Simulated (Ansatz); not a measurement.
Write the native input for Ansatz 0.2.0 that does the following.

```yaml
Task: band structure
Functional: HSE03
Potentials_or_basis: Ansatz PAW
Cutoff: "420 eV (not typed: the program's choice for these potentials)"
k_mesh: 5 × 5 × 5
Occupations: fermi-dirac, width 0.05 eV
Spin: no spin polarisation
Path: "[[\"G\", \"X\", \"M\", \"G\", \"R\", \"X\"], [\"M\", \"R\"]]"
Points_for_each_segment_of_the_path: 4
```

Crystal: SiO.

```xyz
2
Lattice="2.8070 0.0000 0.0000 0.0000 2.8070 0.0000 0.0000 0.0000 2.8070" Properties=species:S:1:pos:R:3 pbc="T T T"
Si    0.0000    0.0000    0.0000
O     1.4035    1.4035    1.4035
```

The cell was built by a generator and needn't be a form met in nature.

The input as run:

input

```
crystal:
  lattice:
    - [2.80697, 0.0, 0.0]
    - [0.0, 2.80697, 0.0]
    - [0.0, 0.0, 2.80697]
  atoms:
    - { symbol: Si, position: [0.0, 0.0, 0.0] }
    - { symbol: O, position: [0.5, 0.5, 0.5] }
hamiltonian:
  xc: { exchange: pbe, correlation: pbe, exx: { coeff: 0.25, omega: 0.3 } }
  pseudopotentials: { kind: paw }
kpoints:
  mp_grid: { grid: [5, 5, 5] }
  band_path:
    path:
      - [[0.0, 0.0, 0.0], [0.0, 0.5, 0.0], [0.5, 0.5, 0.0], [0.0, 0.0, 0.0], [0.5, 0.5, 0.5], [0.0, 0.5, 0.0]]
      - [[0.5, 0.5, 0.0], [0.5, 0.5, 0.5]]
    npoints: 4
scf:
  occupations: { method: fermi_dirac, width: 0.05 }
  n_extra_bands: 6
output:
  forces: true
  stress: true
  eigenvalues: true
  fatbands: false
  write_density: true
  write_potential: true
  elf: true
  volumetric_format: npy
```

It gave:

```yaml
Pressure: -1.4 GPa
Band_gap_along_the_path: none (metal or under the smearing width)
```

Caveat: the k mesh is coarse (spacing up to 0.45 Å⁻¹), so the values aren't converged, least of all with exact exchange; the pressure holds a Pulay correction of +0.4 GPa for the finite cutoff; the PAW data sets come from PBE, with cores solved anew for the run's functional, which leaves a small shift of forces and pressure; the thresholds are loose for stress.

It took 31 s on 1 × NVIDIA H100 80GB HBM3 with 2 threads of AMD EPYC 7R13 Processor (Zen 3) (shared host), peak memory 1.2 GiB.
